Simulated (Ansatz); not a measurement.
# GaAs: the cost of one run

Computed with Ansatz 0.2.0 (DFT LDA, spin-orbit coupling, plane waves, PAW, unless a step's input says otherwise).

## Step 1: Starting point

It takes space group F-43m (No. 216, cubic). The conventional cell has a = 5.653 Å, b = 5.653 Å, c = 5.653 Å, α = 90.00°, β = 90.00°, γ = 90.00°. Around Ga (site symmetry -43m) lie 4 As at 2.45 Å. As (site symmetry -43m) is surrounded by 4 Ga at 2.45 Å.

Coordinates:

```cif
data_structure
_symmetry_space_group_name_H-M 'F-43m'
_symmetry_Int_Tables_number 216
_cell_length_a 5.6530
_cell_length_b 5.6530
_cell_length_c 5.6530
_cell_angle_alpha 90.000
_cell_angle_beta 90.000
_cell_angle_gamma 90.000
_cell_volume 180.65
loop_
_atom_site_label
_atom_site_type_symbol
_atom_site_symmetry_multiplicity
_atom_site_Wyckoff_symbol
_atom_site_fract_x
_atom_site_fract_y
_atom_site_fract_z
_atom_site_occupancy
Ga1 Ga 4 a 0.00000 0.00000 0.00000 1
As1 As 4 d 0.25000 0.25000 0.75000 1
```

## Step 2: Single point: GaAs

input.yaml reads:

```yaml
crystal:
  lattice:
    - [0.0, 2.8265, 2.8265]
    - [2.8265, 0.0, 2.8265]
    - [2.8265, 2.8265, 0.0]
  atoms:
    - { symbol: Ga, position: [0.0, 0.0, 0.0] }
    - { symbol: As, position: [0.25, 0.25, 0.25] }
scf:
  occupations: { method: gaussian, width: 0.01 }
  n_extra_bands: 8
output:
  eigenvalues: true
  eigenstates:
    kpoints: [[0, 0, 0], [0.5, 0.5, 0.5], [0.5, 0.5, 0]]
    e_range: [-5, 5]
  write_density: true
  write_potential: true
  elf: true
  volumetric_format: npy
hamiltonian:
  xc: lda
  pseudopotentials: { kind: paw_fr }
kpoints:
  mp_grid: { grid: [8, 8, 8] }
magnetization:
  noncollinear: true
  spin_orbit: true
```

Run with:

```console
ansatz run input.yaml --threads 4 --pin off --max-ram 6144MiB --backend cpu --events-out ev --progress --plain --runs-dir out
```

**Question.** How long does this run take on 4 threads of AMD EPYC 7R43 (Zen 3), shared host, and how much memory does it need?

About 5.2 s, with a peak of 0.59 GiB.
